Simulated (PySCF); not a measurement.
# C2H6OSSi: a tour of settings

Which settings matter for C2H6OSSi (`CC(=S)O[SiH3]`), and how do bad ones show?

The runs use PySCF 2.14.0, with density-fitted response routines of our own; the level of theory stands in each step. All values are computed, except where a source is named. Atoms count from 0, in the outputs and in this text.

### Step 1. The starting structure

11 atoms, charge 0, multiplicity 1; geometry from: GFN2-xTB.

Bonds of the start (Å): C0–C1 1.49, C1–S2 1.63, C1–O3 1.31, O3–Si4 1.66, C0–H5 1.09, C0–H6 1.09, C0–H7 1.09, Si4–H8 1.45, Si4–H9 1.46, Si4–H10 1.46.

### Step 2. Shielding tensors: PBE0/pcSseg-1

The job: settings as JSON, then the geometry in Å.

```
{"job": {"kind": "nmr", "xc": "PBE0", "basis": "pcSseg-1"}, "charge": 0, "multiplicity": 1}
C     -1.955169    -0.018391     0.011595
C     -0.534200     0.393662    -0.185090
S     -0.112000     1.832904    -0.816864
O      0.357811    -0.488551     0.199654
Si     2.010567    -0.332758     0.135165
H     -2.183741    -0.028097     1.078128
H     -2.104648    -1.028668    -0.367186
H     -2.622578     0.675068    -0.490466
H      2.321180    -1.646981     0.674346
H      2.418058    -0.137321    -1.250115
H      2.410145     0.781804     0.984869
```

With the program's defaults for keys left out, this is: GIAO PBE0/pcSseg-1 NMR shielding, non-relativistic, gas phase.

On the command line:

```sh
$ OMP_NUM_THREADS=1 python probes_run.py task.json out
```

One launch serves the whole session: the jobs run in the order shown.

The log of the run:

```text
coarse grid: 10232 points
cycle   1  E = -842.1419427585  dE =  6.079e-01  |g| = 6.341e-01  |ddm| = 3.038e+00
cycle   2  E = -842.0509719094  dE =  9.097e-02  |g| = 9.532e-01  |ddm| = 1.122e+00
cycle   3  E = -842.2211089279  dE = -1.701e-01  |g| = 9.158e-02  |ddm| = 6.800e-01
cycle   4  E = -842.2229912340  dE = -1.882e-03  |g| = 3.183e-02  |ddm| = 1.116e-01
cycle   5  E = -842.2231790286  dE = -1.878e-04  |g| = 1.671e-02  |ddm| = 4.461e-02
cycle   6  E = -842.2232514601  dE = -7.243e-05  |g| = 3.115e-03  |ddm| = 2.054e-02
cycle   7  E = -842.2232534229  dE = -1.963e-06  |g| = 8.201e-04  |ddm| = 3.176e-03
final grid: 89528 points
cycle   8  E = -842.2642118551  dE = -1.084e-05  |g| = 9.883e-03  |ddm| = 1.938e-02
cycle   9  E = -842.2641832365  dE =  2.862e-05  |g| = 1.490e-02  |ddm| = 1.897e-02
cycle  10  E = -842.2642313617  dE = -4.813e-05  |g| = 1.736e-03  |ddm| = 1.280e-02
cycle  11  E = -842.2642320928  dE = -7.312e-07  |g| = 4.241e-04  |ddm| = 1.926e-03
cycle  12  E = -842.2642321285  dE = -3.570e-08  |g| = 9.679e-05  |ddm| = 4.405e-04
cycle  13  E = -842.2642321309  dE = -2.331e-09  |g| = 2.463e-05  |ddm| = 1.260e-04
cycle  14  E = -842.2642321310  dE = -1.510e-10  |g| = 4.291e-06  |ddm| = 3.015e-05
converged SCF energy = -842.2642321310

GIAO shielding tensors (ppm)
atom      isotropic    diamagn.    paramagn.     s11        s22        s33       span
  0 C      149.846     248.383     -98.537    124.233    135.741    189.564     65.330
  1 C      -47.857     254.005    -301.862   -233.030     -2.983     92.443    325.473
  2 S       18.928    1058.482   -1039.554   -419.791    -72.900    549.474    969.264
  3 O       76.090     400.864    -324.774   -141.747    115.820    254.198    395.945
  4 Si     394.575     879.959    -485.383    367.843    368.282    447.602     79.759
  5 H       28.903      28.534       0.369     25.837     27.363     33.509      7.672
  6 H       29.111      29.028       0.083     25.305     28.148     33.881      8.577
  7 H       28.683      28.807      -0.124     24.271     29.480     32.297      8.026
  8 H       27.113      29.615      -2.501     23.564     25.948     31.828      8.264
  9 H       26.652      29.188      -2.535     23.293     25.339     31.325      8.031
 10 H       26.716      29.222      -2.506     23.368     25.298     31.481      8.113
```

Run time: 11 s. Hardware: 1 thread of Arm Neoverse V1, shared host; peak memory 0.6 GiB.

The references, computed at this level on geometries of the same kind, shield at (ppm): 1H TMS 31.72, 13C TMS 186.9, 29Si TMS 349.2, 17O H2O 336.1, 33S CS2 504. Their shielding less the atom's gives the shift. The references are single molecules in the gas phase, so shifts against H2O, NH3, PH3, H3PO4 or CFCl3 are not on the usual liquid scales and can be off by tens of ppm. Atoms listed in one row are averaged.

```
      atoms                            environment  σ (ppm)  δ (ppm)  δ scaled to CDCl3
         C1                    thiocarbonyl carbon    -47.9    234.8              222.8
         C0                          methyl carbon    149.8     37.1               34.3
H8, H9, H10      hydrogen on a silicon bonded to O    26.83     4.89                  –
 H5, H6, H7            hydrogen on a methyl carbon    28.90     2.82               2.76
         S2                          thione sulfur       19      485                  –
         O3  oxygen bound to a thiocarbonyl carbon     76.1    260.0                  –
        Si4               silicon bonded to O, 3 H    394.6    -45.4                  –
```

The scaled column applies a straight-line fit of computed shieldings to shifts measured in CDCl3, with any fitted terms for Cl, Br or S neighbours (root-mean-square error 0.16 ppm for H, 1.9 ppm for C).

The run also stored atomic charges by several schemes (e):

```
atoms  Mulliken    IAO  Hirshfeld  ESP fit
   C0     -0.20  -0.44      -0.12    -0.54
   C1      0.02   0.17       0.12     0.42
   S2     -0.15  -0.17      -0.16    -0.31
   O3     -0.53  -0.54      -0.17    -0.36
  Si4      0.69   0.84       0.38     0.64
```

Mayer bond orders: C0–C1 1.00, C1–S2 1.78, C1–O3 1.11, O3–Si4 0.81.

### Step 3. TDDFT and polarisability: PBE0/def2-SVPD

The job, as its differences from that of step 2:

```diff
@@ -1,2 +1,2 @@
-{"job": {"kind": "nmr", "xc": "PBE0", "basis": "pcSseg-1"}, "charge": 0, "multiplicity": 1}
+{"job": {"kind": "uv", "xc": "PBE0", "basis": "def2-SVPD", "nstates": 6, "ntriplets": 2}, "charge": 0, "multiplicity": 1}
 C     -1.955169    -0.018391     0.011595
```

With the program's defaults for keys left out, this is: TDDFT PBE0/def2-SVPD, vertical, gas phase, core orbitals frozen in the response.

The log of the run:

```text
coarse grid: 10232 points
cycle   1  E = -841.8205053628  dE =  5.714e-01  |g| = 6.009e-01  |ddm| = 4.609e+00
cycle   2  E = -841.7309041563  dE =  8.960e-02  |g| = 9.130e-01  |ddm| = 1.704e+00
cycle   3  E = -841.8958224057  dE = -1.649e-01  |g| = 8.728e-02  |ddm| = 1.145e+00
cycle   4  E = -841.8976697633  dE = -1.847e-03  |g| = 2.725e-02  |ddm| = 1.775e-01
cycle   5  E = -841.8978220974  dE = -1.523e-04  |g| = 1.336e-02  |ddm| = 6.511e-02
cycle   6  E = -841.8978697741  dE = -4.768e-05  |g| = 2.989e-03  |ddm| = 2.073e-02
cycle   7  E = -841.8978719700  dE = -2.196e-06  |g| = 6.522e-04  |ddm| = 6.463e-03
final grid: 89528 points
cycle   8  E = -841.9956972714  dE = -9.130e-06  |g| = 9.316e-03  |ddm| = 6.272e-02
cycle   9  E = -841.9956676716  dE =  2.960e-05  |g| = 1.434e-02  |ddm| = 2.926e-02
cycle  10  E = -841.9957165681  dE = -4.890e-05  |g| = 1.794e-03  |ddm| = 2.057e-02
cycle  11  E = -841.9957173862  dE = -8.181e-07  |g| = 3.933e-04  |ddm| = 2.945e-03
cycle  12  E = -841.9957174187  dE = -3.253e-08  |g| = 9.173e-05  |ddm| = 5.875e-04
cycle  13  E = -841.9957174210  dE = -2.285e-09  |g| = 2.090e-05  |ddm| = 1.784e-04
cycle  14  E = -841.9957174211  dE = -1.205e-10  |g| = 4.665e-06  |ddm| = 5.017e-05
converged SCF energy = -841.9957174211

Static polarisability (au): isotropic 75.962, principal 58.802 80.446 88.636

Singlet excitations
state   eV       nm        f      main configurations
  1   3.4083    363.8   0.00007   H->L 1.00
  2   5.4521    227.4   0.05765   H->L+1 0.51, H-1->L 0.47
  3   5.8657    211.4   0.19378   H->L+1 0.46, H-1->L 0.43
  4   6.1408    201.9   0.00115   H-2->L 0.93
  5   6.4190    193.2   0.02309   H->L+2 0.90
  6   6.5853    188.3   0.00678   H-1->L+1 0.99

Triplet excitations (Tamm-Dancoff, eV): 3.0157 3.5219
```

It took 15 s on 1 thread of Arm Neoverse V1, shared host; peak memory 0.7 GiB.

The orbitals next to the gap, with their largest atomic shares:

```
orbital     eV                        atoms
 HOMO−3  -9.84  Si4 34 %, H10 22 %, H9 21 %
 HOMO−2  -9.40   O3 32 %, S2 20 %, Si4 15 %
 HOMO−1  -7.81    S2 55 %, C1 23 %, O3 15 %
   HOMO  -6.72     S2 74 %, C1 10 %, O3 4 %
   LUMO  -1.55    C1 38 %, S2 35 %, O3 13 %
 LUMO+1  -0.07  Si4 38 %, H10 11 %, H9 11 %
 LUMO+2   0.63    Si4 45 %, S2 11 %, H9 8 %
```

With each of the 6 states as a Gaussian band of 0.4 eV half-width at 1/e, the curve within the window shown has maxima at 213 nm (ε 8,900) L/(mol cm). Beyond the last state computed it falls off for lack of states. The curve at chosen wavelengths:

```csv
nm,ε (L/mol/cm)
180,410
190,1689
201,5324
211,8797
222,6879
232,3585
243,1282
253,368
264,66
274,11
284,1
295,0
305,0
316,1
326,1
337,2
347,2
357,3
368,3
378,3
389,2
399,2
410,1
420,1
431,0
441,0
```

Further results of this job:

```
           property  computed
  dipole moment (D)      2.09
polarisability (Å³)     11.26
 HOMO–LUMO gap (eV)      5.17
      −ε(HOMO) (eV)      6.72
```

### Step 4. Excited states and response: wB97X-D/def2-SVPD

The job, as its differences from that of step 3:

```diff
@@ -1,2 +1,2 @@
-{"job": {"kind": "uv", "xc": "PBE0", "basis": "def2-SVPD", "nstates": 6, "ntriplets": 2}, "charge": 0, "multiplicity": 1}
+{"job": {"kind": "uv", "xc": "wB97X-D", "basis": "def2-SVPD", "nstates": 3, "ntriplets": 5, "tda": true, "scf": {"conv": 1e-08, "aux": "def2-universal-jkfit"}}, "charge": 0, "multiplicity": 1}
 C     -1.955169    -0.018391     0.011595
```

Method: TDA wB97X-D/def2-SVPD, vertical, gas phase, core orbitals frozen in the response.

The log of the run:

```text
final grid: 89528 points
cycle   1  E = -842.2642122407  dE =  6.579e-01  |g| = 6.797e-01  |ddm| = 4.285e+00
cycle   2  E = -842.2447690597  dE =  1.944e-02  |g| = 8.109e-01  |ddm| = 1.851e+00
cycle   3  E = -842.3743213919  dE = -1.296e-01  |g| = 4.901e-02  |ddm| = 1.074e+00
cycle   4  E = -842.3750735965  dE = -7.522e-04  |g| = 2.136e-02  |ddm| = 1.579e-01
cycle   5  E = -842.3752266987  dE = -1.531e-04  |g| = 3.863e-03  |ddm| = 7.700e-02
cycle   6  E = -842.3752368392  dE = -1.014e-05  |g| = 1.977e-03  |ddm| = 2.094e-02
cycle   7  E = -842.3752387712  dE = -1.932e-06  |g| = 8.186e-04  |ddm| = 9.177e-03
cycle   8  E = -842.3752391219  dE = -3.507e-07  |g| = 5.164e-04  |ddm| = 2.873e-03
cycle   9  E = -842.3752392142  dE = -9.226e-08  |g| = 8.792e-05  |ddm| = 1.568e-03
cycle  10  E = -842.3752392212  dE = -7.044e-09  |g| = 2.245e-05  |ddm| = 4.740e-04
converged SCF energy = -842.3752392212

Static polarisability (au): isotropic 74.862, principal 58.629 79.357 86.599

Singlet excitations
state   eV       nm        f      main configurations
  1   3.4260    361.9   0.00008   H->L 0.99
  2   5.8718    211.2   0.13431   H-1->L 0.68, H->L+1 0.23
  3   6.3013    196.8   0.00142   H-2->L 0.87, H-4->L 0.10

Triplet excitations (Tamm-Dancoff, eV): 3.0683 3.5915 5.7864 6.0250 6.5428
```

It took 14 s on 1 thread of Arm Neoverse V1, shared host; peak memory 0.75 GiB.

In short: HOMO -8.54 eV, LUMO 0.22 eV; lowest singlet 3.43 eV.

### Step 5. NMR shieldings: M06-2X/pcSseg-1

The job, as its differences from that of step 4:

```diff
@@ -1,2 +1,2 @@
-{"job": {"kind": "uv", "xc": "wB97X-D", "basis": "def2-SVPD", "nstates": 3, "ntriplets": 5, "tda": true, "scf": {"conv": 1e-08, "aux": "def2-universal-jkfit"}}, "charge": 0, "multiplicity": 1}
+{"job": {"kind": "nmr", "xc": "M06-2X", "basis": "pcSseg-1", "pop": true, "scf": {"level_shift": 2.0, "max_cycle": 68}}, "charge": 0, "multiplicity": 1}
 C     -1.955169    -0.018391     0.011595
```

Method: M06-2X/pcSseg-1.

The log of the run:

```text
NotImplementedError: meta-GGA GIAO
```

Wall time 40 s (1 thread of Arm Neoverse V1, shared host); peak memory 0.62 GiB.

**What went wrong.** This response code has no terms for the kinetic-energy density, so it refuses meta-GGA functionals here. Cure: take a GGA or a hybrid, or another code.

### Step 6. Indirect couplings: HSE06/6-31++G**

The job, as its differences from that of step 5:

```diff
@@ -1,2 +1,2 @@
-{"job": {"kind": "nmr", "xc": "M06-2X", "basis": "pcSseg-1", "pop": true, "scf": {"level_shift": 2.0, "max_cycle": 68}}, "charge": 0, "multiplicity": 1}
+{"job": {"kind": "j", "xc": "HSE06", "basis": "6-31++G**", "scf": {"conv": 0.01, "max_cycle": 79}}, "charge": 0, "multiplicity": 1}
 C     -1.955169    -0.018391     0.011595
```

Level: HSE06/6-31++G** indirect spin-spin coupling, non-relativistic, gas phase.

The log of the run:

```text
final grid: 89528 points
cycle   1  E = -842.2489327453  dE =  6.013e-01  |g| = 6.060e-01  |ddm| = 3.891e+00
cycle   2  E = -842.1409443474  dE =  1.080e-01  |g| = 9.575e-01  |ddm| = 2.009e+00
cycle   3  E = -842.3246102030  dE = -1.837e-01  |g| = 1.029e-01  |ddm| = 1.329e+00
cycle   4  E = -842.3272145064  dE = -2.604e-03  |g| = 2.487e-02  |ddm| = 2.278e-01
converged SCF energy = -842.3272145064

Indirect spin-spin couplings (Hz)
  i      j    bonds     total        FC       PSO       DSO        SD
  0 C    1 C    1     59.851    61.322    -1.756     0.286         -
  0 C    2 S    2      0.845     1.861    -1.006    -0.010         -
  0 C    3 O    2    -10.050   -10.638     0.598    -0.009         -
  0 C    4 Si   3     -1.817    -1.724    -0.068     0.066    -0.091
  0 C    5 H    1    141.675   139.955     0.992     0.728         -
  0 C    6 H    1    141.722   140.040     0.955     0.727         -
  0 C    7 H    1    150.990   149.474     0.799     0.717         -
  0 C    8 H    4     -0.377    -0.291     0.147    -0.234         -
  1 C    2 S    1    -22.350   -11.100   -11.303     0.053         -
  1 C    3 O    1     12.707     5.477     7.421    -0.191         -
  1 C    4 Si   2      2.397     2.160     0.240     0.038    -0.040
  1 C    5 H    2     -8.718    -8.931     0.108     0.105         -
  1 C    6 H    2     -7.998    -8.084     0.009     0.076         -
  1 C    7 H    2     -2.728    -2.411    -0.412     0.094         -
  1 C    8 H    3      5.850     6.162     0.154    -0.465         -
  1 C    9 H    3      1.277     1.460    -0.120    -0.063         -
  1 C   10 H    3      1.187     1.365    -0.109    -0.069         -
  2 S    4 Si   3     -2.128    -1.382    -0.491     0.001    -0.255
  2 S    5 H    3      1.458     1.711    -0.165    -0.088         -
  2 S    6 H    3      1.544     1.858    -0.201    -0.114         -
  2 S    7 H    3      0.046     0.557    -0.523     0.013         -
  2 S    8 H    4      0.403     0.549    -0.022    -0.123         -
  2 S    9 H    4      0.282     0.324    -0.071     0.028         -
  2 S   10 H    4      0.247     0.294    -0.071     0.024         -
  3 O    4 Si   1     -9.533    -6.929    -3.343     0.062     0.677
  3 O    5 H    3      0.356     0.325     0.046    -0.015         -
  3 O    6 H    3     -0.427    -0.475     0.132    -0.084         -
  3 O    7 H    3     -6.118    -6.445     0.089     0.238         -
  3 O    8 H    2    -15.469   -15.483     0.041    -0.027         -
  3 O    9 H    2     -1.456    -1.496    -0.083     0.122         -
  3 O   10 H    2     -1.588    -1.628    -0.079     0.119         -
  4 Si   5 H    4      0.566     0.504    -0.099     0.205    -0.044
  4 Si   6 H    4      0.273     0.221    -0.096     0.201    -0.053
  4 Si   7 H    4     -1.301    -1.396    -0.149     0.277    -0.034
  4 Si   8 H    1   -194.664  -194.955     1.091    -0.264    -0.536
  4 Si   9 H    1   -201.899  -202.005     0.975    -0.282    -0.587
  4 Si  10 H    1   -201.549  -201.670     0.985    -0.281    -0.583
  5 H    6 H    2    -21.665   -21.370     2.101    -2.396         -
  5 H    7 H    2    -17.474   -17.095     2.162    -2.541         -
  5 H   10 H    5      0.701     0.902     0.290    -0.492         -
  6 H    7 H    2    -14.293   -13.835     2.182    -2.640         -
  6 H    9 H    5      0.376     0.652     0.366    -0.642         -
  6 H   10 H    5     -0.361     0.186     0.677    -1.224         -
  7 H    8 H    5     -0.223     0.287     0.724    -1.234         -
  7 H    9 H    5     -0.417     0.002     0.542    -0.962         -
  7 H   10 H    5     -0.485    -0.013     0.606    -1.078         -
  8 H    9 H    2     10.026    11.921     0.542    -2.437         -
  8 H   10 H    2      9.943    11.850     0.544    -2.451         -
  9 H   10 H    2      7.788     9.428     0.494    -2.135         -
```

It took 16 s on 1 thread of Arm Neoverse V1, shared host; peak memory 0.72 GiB.

The run ended normally, but its values are not to be used for the molecule: the SCF threshold of 0.01 Eh is far too loose. Its HOMO lies at -6.33 eV, against -6.69 eV in step 2 (PBE0/pcSseg-1), a different level, so the two don't compare directly.

### Step 7. Run by run: electronic excitations

Excitations and ground-state properties, with basis size and wall time:

```
              run  lowest singlet (eV)  brightest (eV)      f  gap (eV)  α (Å³)  μ (D)  functions  time
   PBE0/def2-SVPD                 3.41            5.87  0.194      5.17   11.26   2.09        162  15 s
wB97X-D/def2-SVPD                 3.43            5.87  0.134      8.76   11.09   2.16        162  14 s
```

### Step 8. What came out

| quantity | value |
| --- | --- |
| 13C shifts against TMS (PBE0/pcSseg-1) | 234.8, 37.1 ppm |
| 1H shifts against TMS (PBE0/pcSseg-1, means over atoms taken as alike) | 4.89, 2.82 ppm |
| 33S shifts against CS2 (PBE0/pcSseg-1) | 485 ppm |
| 17O shifts against H2O (PBE0/pcSseg-1) | 260.0 ppm |
| 29Si shifts against TMS (PBE0/pcSseg-1) | -45.4 ppm |
| lowest singlet (PBE0/def2-SVPD) | 3.41 eV (364 nm), f = 0.000 |
| brightest single state of those computed | state 3, 5.87 eV, f = 0.194 |
| lowest triplet | 3.02 eV |
| range of the lowest singlet | 3.41 to 3.43 eV |
| property runs in this session | 5, of which 1 failed and 1 gave unsound results |

Single values in the summary come from the first sound run of each kind (PBE0/pcSseg-1; PBE0/def2-SVPD), which need not be the best level. C1 (thiocarbonyl carbon) lies farthest downfield among carbon, at 234.8 ppm; low-lying n→π* states of the double bond to the heteroatom give a large paramagnetic term (-302 ppm). At PBE0/pcSseg-1: The widest tensor belongs to S2: span 969 ppm, with a paramagnetic part of -1040 ppm. The first singlet state (HOMO→LUMO 1.00) lies at 3.41 eV and is dark; of the 6 states computed, the strongest absorption comes from state 3 at 5.87 eV. The lowest triplet lies 0.39 eV below the lowest singlet (triplets in Tamm-Dancoff, singlets in full TDDFT). The lowest singlet runs from 3.41 eV (PBE0/def2-SVPD) to 3.43 eV (wB97X-D/def2-SVPD), while the orbital gap spans 5.17 to 8.76 eV: the excitation energy moves far less from run to run than the orbital gap does. Some runs use the Tamm-Dancoff approximation and others full TDDFT, which shifts states apart from functional and basis. The lowest state need not be the same one in every run. The runs solved for a few states only, so the brightest column depends on that window.
